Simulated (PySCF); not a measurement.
# Te(2+): excitation energy in def2-TZVPPD with ECP28

Each state of tellurium is computed at each level; their differences give the excitation energy. How far do the methods differ?

Method: unrestricted determinants in a Gaussian basis, no spin-orbit coupling in the energies. Code: PySCF 2.14.0.

## 1. Starting point

* Element: tellurium (Z = 52)
* Basis: def2-TZVPPD with the def2 core potential (28 electrons) (7s6p4d2f, 59 functions)
* Hamiltonian: scalar relativity through the core potential
* State 1: Te(2+): [Kr] 4d10 5s1 5p2 5d1, one real determinant (an excited configuration)
* Needed too, but not shown: Te(2+) [Kr] 4d10 5s2 5p2 (3P)
* Methods: UHF, LDA, PBE, PBE0, r2SCAN, r2SCAN0, B3LYP, r2SCANh, B2PLYP, MP2
* Core shells frozen in the correlated runs: valence: 4s2 4p6 4d10; valence and next inner shell: nothing (for Te(2+))

Outer shells as boxes (Hund's rule):

Te2+ [Kr] 4d10 5s1 5p2 5d1
```
[Kr] core
4d [↑↓][↑↓][↑↓][↑↓][↑↓]
5s [↑ ]
5p [↑ ][↑ ][  ]
5d [↑ ][  ][  ][  ][  ]
```

The runs were made by one driver on top of PySCF. The scripts below sum up each run's settings (the driver also hands on starting orbitals that pick excited configurations, and frozen orbitals as a list rather than a count), and the logs come from the driver's own runs. The driver starts from symmetry-adapted Hartree-Fock orbitals, holds the occupation by maximum overlap and uses a logarithmic radial grid for functionals, so a plain start would take other cycles.

The integrals over 59 functions and the set-up took 0.25 s of CPU time.

## 2. Te(2+) [Kr] 4d10 5s1 5p2 5d1, method by method

UHF:

input.py

```python
from pyscf import gto, scf, dft, mp, cc
import basis_set_exchange as bse
txt = bse.get_basis("def2-TZVPPD", elements=["Te"], fmt="nwchem", header=False)
cut = txt.index("\nECP")
mol = gto.M(atom="Te 0 0 0", charge=2, spin=4, symmetry="D2h",
            basis=gto.basis.parse(txt[:cut]),
            ecp={"Te": gto.basis.parse_ecp(txt[cut:])})
mf = scf.UHF(mol)
mf.irrep_nelec = {'Ag': (5, 3), 'B1g': (1, 1), 'B2g': (1, 1), 'B3g': (1, 1), 'B1u': (1, 1), 'B2u': (2, 1), 'B3u': (2, 1)}
mf.kernel()
```

Standard output:

```text
damping factor = 0
level_shift factor = 0
DIIS = <class 'pyscf.scf.diis.CDIIS'>
diis_start_cycle = 1
diis_space = 10
diis_damp = 0
SCF conv_tol = 1e-09
SCF conv_tol_grad = None
number electrons alpha = 13  beta = 9
cycle= 1 E= -265.343755362706  delta_E= -0.00183  |g|= 0.014  |ddm|= 0.0775
cycle= 2 E= -265.34402506444  delta_E= -0.00027  |g|= 0.00597  |ddm|= 0.0442
cycle= 3 E= -265.344229284474  delta_E= -0.000204  |g|= 0.00374  |ddm|= 0.0553
cycle= 4 E= -265.344454494821  delta_E= -0.000225  |g|= 0.00288  |ddm|= 0.078
cycle= 5 E= -265.344745214969  delta_E= -0.000291  |g|= 0.00105  |ddm|= 0.189
cycle= 6 E= -265.344763910175  delta_E= -1.87e-05  |g|= 0.000479  |ddm|= 0.0504
cycle= 7 E= -265.344765182184  delta_E= -1.27e-06  |g|= 0.000147  |ddm|= 0.0132
cycle= 8 E= -265.344765211861  delta_E= -2.97e-08  |g|= 4.53e-05  |ddm|= 0.0025
cycle= 9 E= -265.344765216  delta_E= -4.14e-09  |g|= 2.61e-06  |ddm|= 0.000442
cycle= 10 E= -265.344765216006  delta_E= -6.59e-12  |g|= 4.99e-07  |ddm|= 2.17e-05
converged SCF energy = -265.344765216006  <S^2> = 6.0018447  2S+1 = 5.0007378
```

CPU time 0.4 s on a shared host, the integrals not counted.

The occupied shells:

```
shell  electrons  mean orbital energy (eV)  spread (eV)  rms radius (bohr)
 4s α          1                   -217.95            0              0.820
 4s β          1                   -216.78            0              0.820
 4p α          3                   -162.53        0.117              0.881
 4p β          3                   -161.68        0.609              0.881
 4d α          5                   -76.864        0.661               1.03
 4d β          5                   -76.054        0.620               1.03
 5s α          1                   -43.399            0               2.10
 5p α          2                   -30.681            0               2.41
 5d α          1                   -14.936            0               3.68
```

⟨S²⟩ = 6.002, ⟨L²⟩ = 7.76.

⟨L²⟩ = 7.76 against 12 for a pure F term, so this real determinant mixes terms. Energies and moments cover only the electrons outside the core potential.

LDA:

input.py differs from the last one in:

```diff
@@ -7,3 +7,3 @@
             ecp={"Te": gto.basis.parse_ecp(txt[cut:])})
-mf = scf.UHF(mol)
+mf = dft.UKS(mol, xc="LDA,VWN")
 mf.irrep_nelec = {'Ag': (5, 3), 'B1g': (1, 1), 'B2g': (1, 1), 'B3g': (1, 1), 'B1u': (1, 1), 'B2u': (2, 1), 'B3u': (2, 1)}
```

Standard output:

```text
damping factor = 0
level_shift factor = 0
DIIS = <class 'pyscf.scf.diis.CDIIS'>
diis_start_cycle = 1
diis_space = 10
diis_damp = 0
SCF conv_tol = 1e-09
SCF conv_tol_grad = None
number electrons alpha = 13  beta = 9
XC functionals = LDA,VWN
    P. A. M. Dirac.,  Math. Proc. Cambridge Philos. Soc. 26, 376 (1930)
    F. Bloch.,  Z. Phys. 57, 545 (1929)
    S. H. Vosko, L. Wilk, and M. Nusair.,  Can. J. Phys. 58, 1200 (1980)
cycle= 1 E= -265.780336601566  delta_E= -0.0105  |g|= 0.0727  |ddm|= 0.518
cycle= 2 E= -265.780943261032  delta_E= -0.000607  |g|= 0.0446  |ddm|= 0.135
cycle= 3 E= -265.781326978117  delta_E= -0.000384  |g|= 0.00182  |ddm|= 0.0526
cycle= 4 E= -265.781330260351  delta_E= -3.28e-06  |g|= 0.000217  |ddm|= 0.0129
cycle= 5 E= -265.781330766989  delta_E= -5.07e-07  |g|= 1.79e-05  |ddm|= 0.00882
cycle= 6 E= -265.781330768498  delta_E= -1.51e-09  |g|= 7.09e-07  |ddm|= 0.000488
cycle= 7 E= -265.781330768499  delta_E= -6.82e-13  |g|= 4.06e-08  |ddm|= 1.05e-05
converged SCF energy = -265.781330768499  <S^2> = 6.0007641  2S+1 = 5.0003056
```

It used 0.65 s of CPU time after the integrals (shared host).

PBE:

input.py differs from the last one in:

```diff
@@ -7,3 +7,3 @@
             ecp={"Te": gto.basis.parse_ecp(txt[cut:])})
-mf = dft.UKS(mol, xc="LDA,VWN")
+mf = dft.UKS(mol, xc="PBE")
 mf.irrep_nelec = {'Ag': (5, 3), 'B1g': (1, 1), 'B2g': (1, 1), 'B3g': (1, 1), 'B1u': (1, 1), 'B2u': (2, 1), 'B3u': (2, 1)}
```

Standard output:

```text
damping factor = 0
level_shift factor = 0
DIIS = <class 'pyscf.scf.diis.CDIIS'>
diis_start_cycle = 1
diis_space = 10
diis_damp = 0
SCF conv_tol = 1e-09
SCF conv_tol_grad = None
number electrons alpha = 13  beta = 9
XC functionals = PBE
    J. P. Perdew, K. Burke, and M. Ernzerhof.,  Phys. Rev. Lett. 77, 3865 (1996)
    J. P. Perdew, K. Burke, and M. Ernzerhof.,  Phys. Rev. Lett. 78, 1396 (1997)
    J. P. Perdew, K. Burke, and M. Ernzerhof.,  Phys. Rev. Lett. 77, 3865 (1996)
    J. P. Perdew, K. Burke, and M. Ernzerhof.,  Phys. Rev. Lett. 78, 1396 (1997)
cycle= 1 E= -266.203251453575  delta_E= -0.00815  |g|= 0.0357  |ddm|= 0.568
cycle= 2 E= -266.20352459133  delta_E= -0.000273  |g|= 0.02  |ddm|= 0.116
cycle= 3 E= -266.203606944264  delta_E= -8.24e-05  |g|= 0.00161  |ddm|= 0.0299
cycle= 4 E= -266.203610872816  delta_E= -3.93e-06  |g|= 0.000297  |ddm|= 0.0179
cycle= 5 E= -266.203611272215  delta_E= -3.99e-07  |g|= 1.08e-05  |ddm|= 0.00807
cycle= 6 E= -266.203611272451  delta_E= -2.36e-10  |g|= 6e-07  |ddm|= 0.000178
converged SCF energy = -266.203611272451  <S^2> = 6.0008092  2S+1 = 5.0003237
```

CPU time 0.91 s on a shared host, the integrals not counted.

PBE0:

input.py differs from the last one in:

```diff
@@ -7,3 +7,3 @@
             ecp={"Te": gto.basis.parse_ecp(txt[cut:])})
-mf = dft.UKS(mol, xc="PBE")
+mf = dft.UKS(mol, xc="PBE0")
 mf.irrep_nelec = {'Ag': (5, 3), 'B1g': (1, 1), 'B2g': (1, 1), 'B3g': (1, 1), 'B1u': (1, 1), 'B2u': (2, 1), 'B3u': (2, 1)}
```

Standard output:

```text
damping factor = 0
level_shift factor = 0
DIIS = <class 'pyscf.scf.diis.CDIIS'>
diis_start_cycle = 1
diis_space = 10
diis_damp = 0
SCF conv_tol = 1e-09
SCF conv_tol_grad = None
number electrons alpha = 13  beta = 9
XC functionals = PBE0
    C. Adamo and V. Barone.,  J. Chem. Phys. 110, 6158 (1999)
    M. Ernzerhof and G. E. Scuseria.,  J. Chem. Phys. 110, 5029 (1999)
cycle= 1 E= -266.226800499923  delta_E= -0.00525  |g|= 0.0202  |ddm|= 0.351
cycle= 2 E= -266.227185626021  delta_E= -0.000385  |g|= 0.00935  |ddm|= 0.115
cycle= 3 E= -266.227313132364  delta_E= -0.000128  |g|= 0.00288  |ddm|= 0.0511
cycle= 4 E= -266.227434534274  delta_E= -0.000121  |g|= 0.00131  |ddm|= 0.0859
cycle= 5 E= -266.22747127076  delta_E= -3.67e-05  |g|= 0.000134  |ddm|= 0.0772
cycle= 6 E= -266.227471390006  delta_E= -1.19e-07  |g|= 2.31e-05  |ddm|= 0.00433
cycle= 7 E= -266.227471390579  delta_E= -5.73e-10  |g|= 1.55e-06  |ddm|= 0.000227
converged SCF energy = -266.227471390579  <S^2> = 6.0009144  2S+1 = 5.0003657
```

It used 1.1 s of CPU time after the integrals (shared host).

r2SCAN:

input.py differs from the last one in:

```diff
@@ -7,3 +7,3 @@
             ecp={"Te": gto.basis.parse_ecp(txt[cut:])})
-mf = dft.UKS(mol, xc="PBE0")
+mf = dft.UKS(mol, xc="R2SCAN")
 mf.irrep_nelec = {'Ag': (5, 3), 'B1g': (1, 1), 'B2g': (1, 1), 'B3g': (1, 1), 'B1u': (1, 1), 'B2u': (2, 1), 'B3u': (2, 1)}
```

Standard output:

```text
damping factor = 0
level_shift factor = 0
DIIS = <class 'pyscf.scf.diis.CDIIS'>
diis_start_cycle = 1
diis_space = 10
diis_damp = 0
SCF conv_tol = 1e-09
SCF conv_tol_grad = None
number electrons alpha = 13  beta = 9
XC functionals = R2SCAN
    J. W. Furness, A. D. Kaplan, J. Ning, J. P. Perdew, and J. Sun.,  J. Phys. Chem. Lett. 11, 8208-8215 (2020)
    J. W. Furness, A. D. Kaplan, J. Ning, J. P. Perdew, and J. Sun.,  J. Phys. Chem. Lett. 11, 9248-9248 (2020)
    J. W. Furness, A. D. Kaplan, J. Ning, J. P. Perdew, and J. Sun.,  J. Phys. Chem. Lett. 11, 8208-8215 (2020)
    J. W. Furness, A. D. Kaplan, J. Ning, J. P. Perdew, and J. Sun.,  J. Phys. Chem. Lett. 11, 9248-9248 (2020)
cycle= 1 E= -266.319253552229  delta_E= -0.0074  |g|= 0.0149  |ddm|= 0.522
cycle= 2 E= -266.319837540144  delta_E= -0.000584  |g|= 0.00617  |ddm|= 0.173
cycle= 3 E= -266.31994151241  delta_E= -0.000104  |g|= 0.00263  |ddm|= 0.0651
cycle= 4 E= -266.319984156083  delta_E= -4.26e-05  |g|= 0.000633  |ddm|= 0.0673
cycle= 5 E= -266.319985475598  delta_E= -1.32e-06  |g|= 6.08e-05  |ddm|= 0.0124
cycle= 6 E= -266.319985493264  delta_E= -1.77e-08  |g|= 3.21e-06  |ddm|= 0.00159
cycle= 7 E= -266.319985493279  delta_E= -1.49e-11  |g|= 6.07e-07  |ddm|= 3.27e-05
converged SCF energy = -266.319985493279  <S^2> = 6.0017142  2S+1 = 5.0006856
```

It used 2.4 s of CPU time after the integrals (shared host).

r2SCAN0:

input.py differs from the last one in:

```diff
@@ -7,3 +7,3 @@
             ecp={"Te": gto.basis.parse_ecp(txt[cut:])})
-mf = dft.UKS(mol, xc="R2SCAN")
+mf = dft.UKS(mol, xc="HYB_MGGA_XC_R2SCAN0")
 mf.irrep_nelec = {'Ag': (5, 3), 'B1g': (1, 1), 'B2g': (1, 1), 'B3g': (1, 1), 'B1u': (1, 1), 'B2u': (2, 1), 'B3u': (2, 1)}
```

Standard output:

```text
damping factor = 0
level_shift factor = 0
DIIS = <class 'pyscf.scf.diis.CDIIS'>
diis_start_cycle = 1
diis_space = 10
diis_damp = 0
SCF conv_tol = 1e-09
SCF conv_tol_grad = None
number electrons alpha = 13  beta = 9
XC functionals = HYB_MGGA_XC_R2SCAN0
    M. Bursch, H. Neugebauer, S. Ehlert, and S. Grimme.,  J. Chem. Phys. 156, 134105 (2022)
cycle= 1 E= -266.294040225184  delta_E= -0.00486  |g|= 0.0126  |ddm|= 0.337
cycle= 2 E= -266.294644658147  delta_E= -0.000604  |g|= 0.00573  |ddm|= 0.132
cycle= 3 E= -266.294921558066  delta_E= -0.000277  |g|= 0.00378  |ddm|= 0.0886
cycle= 4 E= -266.295127858204  delta_E= -0.000206  |g|= 0.00161  |ddm|= 0.115
cycle= 5 E= -266.295176861549  delta_E= -4.9e-05  |g|= 0.000251  |ddm|= 0.0843
cycle= 6 E= -266.295177257745  delta_E= -3.96e-07  |g|= 5.86e-05  |ddm|= 0.00757
cycle= 7 E= -266.295177262559  delta_E= -4.81e-09  |g|= 4.22e-06  |ddm|= 0.000591
cycle= 8 E= -266.295177262588  delta_E= -2.92e-11  |g|= 6.21e-07  |ddm|= 7.04e-05
converged SCF energy = -266.295177262588  <S^2> = 6.0015291  2S+1 = 5.0006116
```

It used 2.8 s of CPU time after the integrals (shared host).

B3LYP:

input.py differs from the last one in:

```diff
@@ -7,3 +7,3 @@
             ecp={"Te": gto.basis.parse_ecp(txt[cut:])})
-mf = dft.UKS(mol, xc="HYB_MGGA_XC_R2SCAN0")
+mf = dft.UKS(mol, xc="B3LYP")
 mf.irrep_nelec = {'Ag': (5, 3), 'B1g': (1, 1), 'B2g': (1, 1), 'B3g': (1, 1), 'B1u': (1, 1), 'B2u': (2, 1), 'B3u': (2, 1)}
```

Standard output:

```text
damping factor = 0
level_shift factor = 0
DIIS = <class 'pyscf.scf.diis.CDIIS'>
diis_start_cycle = 1
diis_space = 10
diis_damp = 0
SCF conv_tol = 1e-09
SCF conv_tol_grad = None
number electrons alpha = 13  beta = 9
XC functionals = B3LYP
    P. J. Stephens, F. J. Devlin, C. F. Chabalowski, and M. J. Frisch.,  J. Phys. Chem. 98, 11623 (1994)
cycle= 1 E= -266.285061582433  delta_E= -0.00633  |g|= 0.0256  |ddm|= 0.418
cycle= 2 E= -266.285380069365  delta_E= -0.000318  |g|= 0.0124  |ddm|= 0.106
cycle= 3 E= -266.285481729962  delta_E= -0.000102  |g|= 0.00227  |ddm|= 0.043
cycle= 4 E= -266.285551377121  delta_E= -6.96e-05  |g|= 0.00109  |ddm|= 0.0602
cycle= 5 E= -266.285578285027  delta_E= -2.69e-05  |g|= 0.000126  |ddm|= 0.0638
cycle= 6 E= -266.285578443403  delta_E= -1.58e-07  |g|= 1.12e-05  |ddm|= 0.00457
cycle= 7 E= -266.285578445313  delta_E= -1.91e-09  |g|= 6.14e-07  |ddm|= 0.000537
cycle= 8 E= -266.285578445318  delta_E= -4.83e-12  |g|= 4.34e-08  |ddm|= 2.86e-05
converged SCF energy = -266.285578445318  <S^2> = 6.0005535  2S+1 = 5.0002214
```

It used 1.3 s of CPU time after the integrals (shared host).

r2SCANh:

input.py differs from the last one in:

```diff
@@ -7,3 +7,3 @@
             ecp={"Te": gto.basis.parse_ecp(txt[cut:])})
-mf = dft.UKS(mol, xc="B3LYP")
+mf = dft.UKS(mol, xc="HYB_MGGA_XC_R2SCANH")
 mf.irrep_nelec = {'Ag': (5, 3), 'B1g': (1, 1), 'B2g': (1, 1), 'B3g': (1, 1), 'B1u': (1, 1), 'B2u': (2, 1), 'B3u': (2, 1)}
```

Standard output:

```text
damping factor = 0
level_shift factor = 0
DIIS = <class 'pyscf.scf.diis.CDIIS'>
diis_start_cycle = 1
diis_space = 10
diis_damp = 0
SCF conv_tol = 1e-09
SCF conv_tol_grad = None
number electrons alpha = 13  beta = 9
XC functionals = HYB_MGGA_XC_R2SCANH
    M. Bursch, H. Neugebauer, S. Ehlert, and S. Grimme.,  J. Chem. Phys. 156, 134105 (2022)
cycle= 1 E= -266.309020938938  delta_E= -0.00623  |g|= 0.0136  |ddm|= 0.431
cycle= 2 E= -266.309685781091  delta_E= -0.000665  |g|= 0.00592  |ddm|= 0.162
cycle= 3 E= -266.309880606392  delta_E= -0.000195  |g|= 0.00325  |ddm|= 0.082
cycle= 4 E= -266.309995758589  delta_E= -0.000115  |g|= 0.000919  |ddm|= 0.104
cycle= 5 E= -266.310004080888  delta_E= -8.32e-06  |g|= 0.000107  |ddm|= 0.0333
cycle= 6 E= -266.310004169296  delta_E= -8.84e-08  |g|= 7.1e-06  |ddm|= 0.00372
cycle= 7 E= -266.31000416936  delta_E= -6.4e-11  |g|= 1.6e-06  |ddm|= 7.28e-05
converged SCF energy = -266.31000416936  <S^2> = 6.0016378  2S+1 = 5.0006551
```

CPU time 2.5 s on a shared host, the integrals not counted.

B2PLYP:

input.py differs from the last one in:

```diff
@@ -7,3 +7,3 @@
             ecp={"Te": gto.basis.parse_ecp(txt[cut:])})
-mf = dft.UKS(mol, xc="HYB_MGGA_XC_R2SCANH")
+mf = dft.UKS(mol, xc="0.53*HF + 0.47*B88, 0.73*LYP")
 mf.irrep_nelec = {'Ag': (5, 3), 'B1g': (1, 1), 'B2g': (1, 1), 'B3g': (1, 1), 'B1u': (1, 1), 'B2u': (2, 1), 'B3u': (2, 1)}
```

Standard output:

```text
damping factor = 0
level_shift factor = 0
DIIS = <class 'pyscf.scf.diis.CDIIS'>
diis_start_cycle = 1
diis_space = 10
diis_damp = 0
SCF conv_tol = 1e-09
SCF conv_tol_grad = None
number electrons alpha = 13  beta = 9
XC functionals = 0.53*HF + 0.47*B88, 0.73*LYP
    A. D. Becke.,  Phys. Rev. A 38, 3098 (1988)
    C. Lee, W. Yang, and R. G. Parr.,  Phys. Rev. B 37, 785 (1988)
    B. Miehlich, A. Savin, H. Stoll, and H. Preuss.,  Chem. Phys. Lett. 157, 200 (1989)
cycle= 1 E= -265.936750701657  delta_E= -0.00311  |g|= 0.0151  |ddm|= 0.238
cycle= 2 E= -265.937030889414  delta_E= -0.00028  |g|= 0.00591  |ddm|= 0.0743
cycle= 3 E= -265.937160137512  delta_E= -0.000129  |g|= 0.00338  |ddm|= 0.0436
cycle= 4 E= -265.937298495906  delta_E= -0.000138  |g|= 0.00231  |ddm|= 0.0607
cycle= 5 E= -265.937456439857  delta_E= -0.000158  |g|= 0.000494  |ddm|= 0.146
cycle= 6 E= -265.937459851772  delta_E= -3.41e-06  |g|= 7.36e-05  |ddm|= 0.0214
cycle= 7 E= -265.937459941698  delta_E= -8.99e-08  |g|= 8.63e-06  |ddm|= 0.00403
cycle= 8 E= -265.937459941831  delta_E= -1.33e-10  |g|= 1.36e-06  |ddm|= 7.89e-05
converged SCF energy = -265.937459941831  <S^2> = 6.0008212  2S+1 = 5.0003285
```

CPU time 1.3 s on a shared host, the integrals not counted.

Script and log cover the SCF part. The PT2 part, added by the driver, -0.02257 hartree before scaling by 0.27, brings the total to -265.943554 hartree.

## 3. Te(2+) [Kr] 4d10 5s1 5p2 5d1, continued

MP2 (valence):

input.py, as its differences from that of step 2:

```diff
@@ -7,4 +7,5 @@
             ecp={"Te": gto.basis.parse_ecp(txt[cut:])})
-mf = dft.UKS(mol, xc="0.53*HF + 0.47*B88, 0.73*LYP")
+mf = scf.UHF(mol)
 mf.irrep_nelec = {'Ag': (5, 3), 'B1g': (1, 1), 'B2g': (1, 1), 'B3g': (1, 1), 'B1u': (1, 1), 'B2u': (2, 1), 'B3u': (2, 1)}
 mf.kernel()
+mp.UMP2(mf, frozen=9).kernel()
```

The driver printed no log here.

It used 0.03 s of CPU time after the integrals (shared host).

With 4 electrons correlated, the MP2 correlation energy is -0.01708 hartree (-0.01708 same spin, 0.00000 opposite spin); the SCS form gives -0.00569. Largest pairs of shells: 5p-5d -0.0069, 5p-5p -0.0046, 5s-5p -0.0030, 5s-5d -0.0025, 5s-5s 0.0000.

MP2 (valence and next inner shell):

input.py differs from the last one in:

```diff
@@ -10,2 +10,2 @@
 mf.kernel()
-mp.UMP2(mf, frozen=9).kernel()
+mp.UMP2(mf, frozen=0).kernel()
```

This step left no log, only its results.

CPU time 0.18 s on a shared host, the integrals not counted.

With 22 electrons correlated, the MP2 correlation energy is -0.38423 hartree (-0.15561 same spin, -0.22862 opposite spin); the SCS form gives -0.32622. Largest pairs of shells: 4d-4d -0.2188, 4p-4d -0.0379, 4d-5p -0.0372, 4d-5s -0.0212, 4p-4p -0.0178.

Radial density 4πr²ρ of Te(2+) at UHF, the electrons outside the core potential:

```csv
r (bohr),density,spin density
0.00203,1.99e-05,0.000
0.00342,5.49e-05,0.000
0.00575,0.000146,0.000
0.00967,0.000351,0.000
0.0163,0.000722,0.000
0.0273,0.00127,0.000
0.0460,0.00179,0.000
0.0774,0.00312,0.000
0.130,0.0182,0.000
0.219,0.228,0.004
0.368,3.60,0.084
0.619,22.9,0.416
1.04,16.2,0.050
1.75,3.35,1.941
2.95,1.11,1.097
4.96,0.129,0.129
8.34,0.00393,0.004
```

## 4. Differences of total energies

Excitation energy: Te(2+) [Kr] 4d10 5s2 5p2 (3P) → Te(2+) [Kr] 4d10 5s1 5p2 5d1 (high-spin determinant).

```csv
method,value (eV)
UHF,19.111
LDA,21.179
PBE,20.684
PBE0,20.513
r2SCAN,20.386
r2SCAN0,20.360
B3LYP,21.019
r2SCANh,20.375
B2PLYP,20.723
MP2 (valence),19.948
SCS-MP2 (valence),20.334
MP2 (valence and next inner shell),20.904
SCS-MP2 (valence and next inner shell),21.098
```

The determinant of Te2+ mixes LS terms, which raises its energy at the Hartree-Fock and MP2 levels.

The differences also use runs on Te(2+) [Kr] 4d10 5s2 5p2 (3P), which are not shown here.

## 5. What came out

| quantity | value |
| --- | --- |
| excitation energy, Te(2+) → [Kr] 4d10 5s1 5p2 5d1 | UHF 19.111, MP2 (valence and next inner shell) 20.904 eV |

**Reading.** The methods span 2.068 eV, from UHF (19.111) to LDA (21.179). No reference value is at hand in this session. All values hold for this basis alone; no basis-set limit was taken.
